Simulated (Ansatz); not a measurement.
**CH₃Ga+ (doublet): from Hartree-Fock to the top rungs, cc-pVDZ**

An exercise on one series of results from a longer session: the logs are not shown, and one member is left open.

The runs use Ansatz 0.2.0, Gaussian basis; cc-pVDZ, core rule «outside noble gas», up to 15 orbitals frozen.

To be run: UHF; CCSD(T) on ROHF; CCSD(T) on UHF; BCCD(T) on ROHF; CISD; CCSDT(Q) on ROHF; CCSDT(Q) on UHF.

27 further runs of the same task are left out: 1 for a known fault of the program, 11 that didn't finish, 15 set aside as unsound or not needed.

**The geometry**

The geometry is a PBE0/def2-TZVP stationary point (not a proven minimum) of the parent state, kept for this charge and spin. No spin-orbit coupling is included. The filled d shell of Ga may be among the frozen orbitals whatever the setting's name suggests; the logs give the count.

5 atoms, charge 1, spin multiplicity 2.

Atoms are counted from 1 here; the program's logs count them from 0.

Bond lengths: C1–Ga2 1.956 Å, C1–H3 1.090 Å, C1–H4 1.087 Å, Ga2–H5 1.596 Å. Angles: Ga2–C1–H3 122.8°, Ga2–C1–H4 123.5°, H3–C1–H4 113.7°, C1–Ga2–H5 119.5°.

Geometry (Å):

```tsv
atom	x (Å)	y (Å)	z (Å)
C1	0.00000	0.08298	1.62573
Ga2	0.00000	-0.03672	-0.32693
H3	0.00000	1.03363	2.15854
H4	0.00000	-0.78515	2.27961
H5	0.00000	1.30263	-1.19579
```

The first run:

Input file in.yaml:

```yaml
crystal:
  periodic: [false, false, false]
  atoms:
    - {symbol: C, position_ang: [0.000000, 0.082980, 1.625733]}
    - {symbol: Ga, position_ang: [0.000000, -0.036718, -0.326926]}
    - {symbol: H, position_ang: [0.000000, 1.033629, 2.158538]}
    - {symbol: H, position_ang: [0.000000, -0.785147, 2.279606]}
    - {symbol: H, position_ang: [0.000000, 1.302631, -1.195794]}
basis:
  gaussian: {orbitals: cc-pVDZ}
total_charge: 1
magnetization: {spin_polarized: true, initial_magnetization: 1}
hamiltonian: {xc: hf}
output: {orbitals: {seedname: orbitals}}
```

Run with:

```bash
$ ansatz run in.yaml --threads 1 --pin off --events-out ev --progress --plain --max-ram 2393MiB
```

Among the steps run: UHF; CCSD(T) on ROHF; CCSD(T) on UHF; BCCD(T) on ROHF; CISD; CCSDT(Q) on ROHF; CCSDT(Q) on UHF.

One table of the session follows, with a row left open; its other results are not shown here.

| method | from UCCSDT(Q) (kJ/mol) |
| --- | --- |
| ROHF | +531.8 |
| UHF | ? |
| RMP2 | +98.0 |
| UMP2 | +100.3 |
| RCCSD | +16.8 |
| UCCSD | +16.6 |
| RCCSD(T) | +3.5 |
| UCCSD(T) | +3.5 |
| BCCD(T) | +3.6 |
| RCCSDT | +1.0 |
| UCCSDT | +0.9 |
| RCCSDT(Q) | +0.1 |
| UCCSDT(Q) | 0 |

Estimate the missing values for UHF.

**Answer.** from UCCSDT(Q) (kJ/mol): +520.9. In the column «from UCCSDT(Q) (kJ/mol)» it lies between UMP2 (+100.3) and ROHF (+531.8).

Not comparable, so not listed: CISD (they don't share determinant, frozen orbitals or solution with the rows shown, or repeat one).

Caveats from the session: Restricted and unrestricted rows rest on different reference determinants; where their highest levels disagree by more than a few hundredths of an eV, they describe different states and don't form one ladder.
